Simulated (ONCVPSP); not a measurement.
# Cobalt: generating and testing an ONCV potential

Do these settings give a usable potential? It is generated, then checked for transferability, scattering, ghosts and hardness.

The numbers are computed with ONCVPSP 4.0.1.1 (patched build) (PBE, scalar-relativistic, spin-unpolarised reference atom).

## (1) Settings

The settings as typed:

```
element                 : cobalt (Co, Z = 27)
type                    : optimised norm-conserving Vanderbilt (ONCV)
frozen core             : [Ar]
valence charge          : 9
reference configuration : 3d7 4s2
partial waves           : 4s: rc 2.60 bohr, ncon 4, nbas 9, qcut 2 1/bohr, 2 projectors, debl 3.2 Ha; p scattering state at 0.18 Ha: rc 1.95 bohr, ncon 3, nbas 6, qcut 3.2 1/bohr, 2 projectors, debl 2.8 Ha; 3d: rc 1.45 bohr, ncon 5, nbas 10, qcut 8.6 1/bohr, 2 projectors, debl 2.8 Ha
local potential         : polynomial inside 1.35 bohr (lpopt 5, dvloc0 0 Ha)
core correction         : Teter function fitted to the true core (icmod 2), fcfact 0.4
```

The nodes and maxima of the atom's own shells, from an earlier all-electron run, set the scale for the radii.

All-electron outer shells of the reference configuration (PBE, scalar-relativistic, ld1.x):

```json
{"shell": "3p", "level (eV)": "-65.64", "outermost node (bohr)": "0.28", "outermost maximum (bohr)": "0.68"}
{"shell": "3d", "level (eV)": "-8.20", "outermost node (bohr)": "–", "outermost maximum (bohr)": "0.66"}
{"shell": "4s", "level (eV)": "-5.47", "outermost node (bohr)": "0.96", "outermost maximum (bohr)": "2.32"}
{"shell": "4p", "level (eV)": "-1.28", "outermost node (bohr)": "1.05", "outermost maximum (bohr)": "3.25"}
```

## (2) Generation

File Co.dat:

```
# ATOM AND REFERENCE CONFIGURATION
# atsym  z   nc   nv     iexc    psfile
  Co 27.00    5    2        4      upf
#
#   n    l    f
    1    0    2.00
    2    0    2.00
    2    1    6.00
    3    0    2.00
    3    1    6.00
    3    2    7.00
    4    0    2.00
#
# PSEUDOPOTENTIAL AND OPTIMIZATION
# lmax
    2
#
#   l,   rc,      ep,       ncon, nbas, qcut
    0    2.60    0.00    4    9    2.00
    1    1.95    0.18    3    6    3.20
    2    1.45    0.00    5   10    8.60
#
# LOCAL POTENTIAL
# lloc, lpopt,  rc(5),   dvloc0
    4    5    1.35    0.00
#
# VANDERBILT-KLEINMAN-BYLANDER PROJECTORs
# l, nproj, debl
    0    2    3.20
    1    2    2.80
    2    2    2.80
#
# MODEL CORE CHARGE
# icmod, fcfact, rcfact
    2    0.40    1.00
#
# LOG DERIVATIVE ANALYSIS
# epsh1, epsh2, depsh
   -2.00    5.00    0.02
#
# OUTPUT GRID
# rlmax, drl
    6.00    0.01
#
# TEST CONFIGURATIONS
# ncnf
    4
# nvcnf
#   n    l    f
    2
    3    2    7.00
    4    0    1.00
#
    2
    3    2    7.00
    4    0    0.00
#
    2
    3    2    6.00
    4    0    0.00
#
    3
    3    2    7.00
    4    0    0.00
    4    1    2.00
#
```

The run is started by

```sh
$ oncvpsp.x < Co.dat > Co.out
```

Before running it: what results should come out? Wanted: cutoffs for 1 and 0.1 mHa per electron, occupied waves; bound ghosts; GHOST(+) flags; largest test error; largest phase difference near zero energy, channels read; rms error of d²Exc/dn², without and with the model core.

The runs gave:

| quantity | value |
| --- | --- |
| cutoffs for 1 and 0.1 mHa per electron, occupied waves | 82 Ha and 175 Ha |
| bound ghosts | none found |
| GHOST(+) flags | s at 62 eV, p at 116 eV |
| largest test error (AE − PS) | -446 meV, for 3d6 4s0 |
| largest phase difference near zero energy, channels read | 0.009 rad |
| rms error of d²Exc/dn², without and with the model core | 9.98 and 4.50 mHa |

By total energies transferability is poor: the largest error is 446 meV on 61.7 eV, for 3d6 4s0. That test lies far up in energy; among those under 40 eV, nearer to bonding, the largest error is 53 meV. By its cutoff, 82 Ha for the looser tolerance, it is very hard. The 3d wave sets it; 4s needs 11 Ha. The program's ghost test flags no bound state. Near zero energy the phases of the channels with partial waves agree within 0.009 rad. The program also flags highly localised states, GHOST(+) (s, p). These are tests on the free atom; a crystal test is still owed.
